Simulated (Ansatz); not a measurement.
# C₃H₆OSi: small, medium and large basis sets

One table from this session's results is given with a row withheld; the runs are named, their logs left out.

Method: one geometry, several basis sets; program: Ansatz 0.2.0, Gaussian basis.

Levels to be run: PBE0-D4/def2-SVP; ωB97M-V/def2-SVP; PBE0-D4/def2-QZVPP; ωB97M-V/def2-QZVPP; the functionals' def2-TZVPP values are taken from earlier runs.

## Structure used throughout

All runs share one geometry, relaxed beforehand with PBE0-D4 in a triple-zeta def2 set.

11 atoms, charge 0, spin multiplicity 1.

Atoms are counted from 1 here; the program's logs count them from 0.

Bond lengths: C1–C2 1.200 Å, C1–H6 1.062 Å, C2–O3 1.291 Å, O3–C4 1.447 Å, C4–Si5 1.900 Å, C4–H7 1.095 Å, C4–H8 1.091 Å, Si5–H9 1.482 Å, Si5–H10 1.484 Å, Si5–H11 1.487 Å. Angles: C2–C1–H6 179.1°, C1–C2–O3 178.7°, C2–O3–C4 115.2°, O3–C4–Si5 113.8°, O3–C4–H7 108.9°, O3–C4–H8 104.7°, Si5–C4–H7 111.4°, Si5–C4–H8 109.9°, H7–C4–H8 107.8°, C4–Si5–H9 111.5°, C4–Si5–H10 109.3°, C4–Si5–H11 106.2°, H9–Si5–H10 110.2°, H9–Si5–H11 109.7°, H10–Si5–H11 109.9°.

Set-up of the first run:

Input file in.yaml:

```yaml
crystal:
  periodic: [false, false, false]
  atoms:
    - {symbol: C, position_ang: [1.509563, 1.779490, 1.166346]}
    - {symbol: C, position_ang: [1.122041, 1.295093, 0.139259]}
    - {symbol: O, position_ang: [0.728548, 0.786894, -0.979903]}
    - {symbol: C, position_ang: [-0.565967, 0.140569, -0.942549]}
    - {symbol: Si, position_ang: [-0.600785, -1.447381, 0.100203]}
    - {symbol: H, position_ang: [1.867724, 2.205783, 2.071030]}
    - {symbol: H, position_ang: [-1.313173, 0.862142, -0.596465]}
    - {symbol: H, position_ang: [-0.787058, -0.095288, -1.984788]}
    - {symbol: H, position_ang: [-0.413471, -1.155511, 1.540762]}
    - {symbol: H, position_ang: [0.457771, -2.371661, -0.376783]}
    - {symbol: H, position_ang: [-1.939693, -2.057129, -0.116611]}
basis:
  gaussian: {orbitals: def2-SVP}
hamiltonian: {xc: pbe0, dispersion: d4}
output: {orbitals: {seedname: orbitals}}
```

Among the steps run: PBE0-D4 in def2-SVP; ωB97M-V in def2-SVP; PBE0-D4 in def2-QZVPP; ωB97M-V in def2-QZVPP.

One of the session's tables, all rows but one given; the rest of the session is left out.

It belongs to the step «Functionals by basis». 

| functional | basis | HOMO (eV) | LUMO (eV) |
| --- | --- | --- | --- |
| PBE0-D4 | def2-SVP | -6.91 | 0.80 |
| PBE0-D4 | def2-TZVPP | ? | ? |
| PBE0-D4 | def2-QZVPP | -7.02 | 0.15 |
| ωB97M-V | def2-SVP | -9.13 | 2.64 |
| ωB97M-V | def2-TZVPP | -9.24 | 1.91 |
| ωB97M-V | def2-QZVPP | -9.26 | 1.44 |

Q: Estimate the row for PBE0-D4, def2-TZVPP from the others.

The run gave: HOMO (eV): -7.00; LUMO (eV): 0.36. In the column «HOMO (eV)» it lies between PBE0-D4, def2-QZVPP (-7.02) and PBE0-D4, def2-SVP (-6.91).
